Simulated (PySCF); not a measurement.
**OMo2: the SCF solver's settings**

Aim: find out which solver settings change the answer for OMo2.

Method: method and basis as typed in the scripts; program: PySCF 2.14.0.

1 further run of the same task is left out (it didn't finish). Runs told in other sessions of the task aren't counted.

## (1) Where the work starts

OMo2: 3 atoms, charge 0, spin multiplicity 1.

Bond lengths: O1–Mo2 1.826 Å, O1–Mo3 1.826 Å, Mo2–Mo3 2.479 Å. Angles: Mo2–O1–Mo3 85.5°, O1–Mo2–Mo3 47.2°, O1–Mo3–Mo2 47.2°.

## (2) The run that the others are compared with

input.py

```python
from pyscf import gto, dft

mol = gto.M(
    atom='O 0 0 -1.2392; Mo 1.2395 0 0.1012; Mo -1.2395 0 0.1012',
    basis='sto-3g',
    charge=0,
    spin=0,
    symmetry=True,
    verbose=3,
)
mf = dft.RKS(mol, xc='pbesol')
mf.kernel()
mf.analyze()
print('orbital energies (hartree):', mf.mo_energy[..., max(0, mol.nelec[1]-3):mol.nelec[0]+3].round(4))
```

Started as:

```bash
$ OMP_NUM_THREADS=1 python input.py
```

The log of this run is left out.

## (3) Point-group symmetry off

Run 1 changes point-group symmetry: on → off.

Changes to input.py since step 2:

```diff
@@ -7,3 +7,2 @@
     spin=0,
-    symmetry=True,
     verbose=3,
```

## (4) Damping 0.2

Run 2 changes damping: none → 0.2.

Changes to input.py since step 2:

```diff
@@ -11,2 +11,4 @@
 mf = dft.RKS(mol, xc='pbesol')
+mf.damp = 0.2
+mf.diis_start_cycle = 8
 mf.kernel()
```

## (5) DIIS space 20

Run 3 changes DIIS space: default → 20.

Changes to input.py since step 2:

```diff
@@ -11,2 +11,3 @@
 mf = dft.RKS(mol, xc='pbesol')
+mf.diis_space = 20
 mf.kernel()
```

Before running it: what results should come out? Wanted: for each run, E(SCF); from base; gap; SCF dipole.

**Answer**, as computed:

```tsv
run	E(SCF) (hartree)	from base (eV)	gap (eV)	SCF dipole (D)
base	-7943.960532	0	0.05	1.01
point-group symmetry off	-7943.960532	0.0000	0.05	1.01
damping 0.2	-7943.960532	0.0000	0.05	1.01
DIIS space 20	-7943.960532	0.0000	0.05	1.01
```

What this shows: With point-group symmetry off or damping 0.2 or DIIS space 20 the SCF ends at the base energy.
